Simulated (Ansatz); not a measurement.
# C4H9F2Ga: the cost of one run

Program: Ansatz 0.2.0, Gaussian basis. Level of theory: the settings change from run to run. These are calculated values, not measurements.

1 further run of the same task is left out (it didn't finish). Runs told in other sessions of the task aren't counted.

## Step 1: The molecule

An earlier PBE0-D4 in a triple-zeta def2 set relaxation fixed the geometry.

SMILES `CC(C)[CH2][Ga]([F])[F]`, 16 atoms, charge 0, spin multiplicity 1.

Atoms are counted from 1 here; the program's logs count them from 0.

Bond lengths: C1–C2 1.521 Å, C1–H8 1.092 Å, C1–H9 1.093 Å, C1–H10 1.096 Å, C2–C3 1.521 Å, C2–C4 1.526 Å, C2–H11 1.098 Å, C3–H12 1.093 Å, C3–H13 1.096 Å, C3–H14 1.092 Å, C4–Ga5 1.952 Å, C4–H15 1.095 Å, C4–H16 1.095 Å, Ga5–F6 1.750 Å, Ga5–F7 1.753 Å. Angles: C2–C1–H8 111.1°, C2–C1–H9 111.5°, C2–C1–H10 110.8°, H8–C1–H9 107.8°, H8–C1–H10 107.2°, H9–C1–H10 108.3°, C1–C2–C3 111.1°, C1–C2–C4 111.5°, C1–C2–H11 107.9°, C3–C2–C4 111.5°, C3–C2–H11 107.9°, C4–C2–H11 106.8°, C2–C3–H12 111.5°, C2–C3–H13 110.8°, C2–C3–H14 111.1°, H12–C3–H13 108.2°, H12–C3–H14 107.8°, H13–C3–H14 107.3° and more.

## Step 2: CAM-B3LYP/def2-mTZVPP

Set apart from the defaults: charge -1, multiplicity 2, density fitting with cc-pVTZ-jkfit.

Contents of in.yaml:

```yaml
crystal:
  periodic: [false, false, false]
  atoms:
    - {symbol: C, position_ang: [-0.356928, -1.351356, -0.823984]}
    - {symbol: C, position_ang: [0.328867, -0.697607, 0.366088]}
    - {symbol: C, position_ang: [1.625406, -0.020692, -0.051904]}
    - {symbol: C, position_ang: [-0.603298, 0.274939, 1.082153]}
    - {symbol: Ga, position_ang: [-1.195956, 1.775197, -0.017237]}
    - {symbol: F, position_ang: [-2.290944, 3.020984, 0.540099]}
    - {symbol: F, position_ang: [-0.733666, 2.091855, -1.678215]}
    - {symbol: H, position_ang: [0.286785, -2.104343, -1.284387]}
    - {symbol: H, position_ang: [-1.287943, -1.842891, -0.529314]}
    - {symbol: H, position_ang: [-0.590069, -0.608065, -1.594826]}
    - {symbol: H, position_ang: [0.577957, -1.487346, 1.087473]}
    - {symbol: H, position_ang: [2.126574, 0.445171, 0.800734]}
    - {symbol: H, position_ang: [1.435210, 0.753883, -0.803305]}
    - {symbol: H, position_ang: [2.318920, -0.739124, -0.494896]}
    - {symbol: H, position_ang: [-1.512389, -0.222531, 1.434977]}
    - {symbol: H, position_ang: [-0.128516, 0.711926, 1.966544]}
basis:
  gaussian: {orbitals: def2-mTZVPP, fitting: {mean_field: cc-pVTZ-jkfit}}
total_charge: -1
magnetization: {spin_polarized: true, initial_magnetization: 1}
hamiltonian: {xc: {name: CAM-B3LYP}}
output: {forces: true}
```

Started as:

```bash
$ ansatz run in.yaml --threads 4 --pin off --events-out ev --progress --plain --max-ram 11315MiB
```

**Question.** How long does this run take on 4 threads of Arm Neoverse V1, shared host, and how much memory does it need?

About 24 s, with a peak of 1.4 GiB.
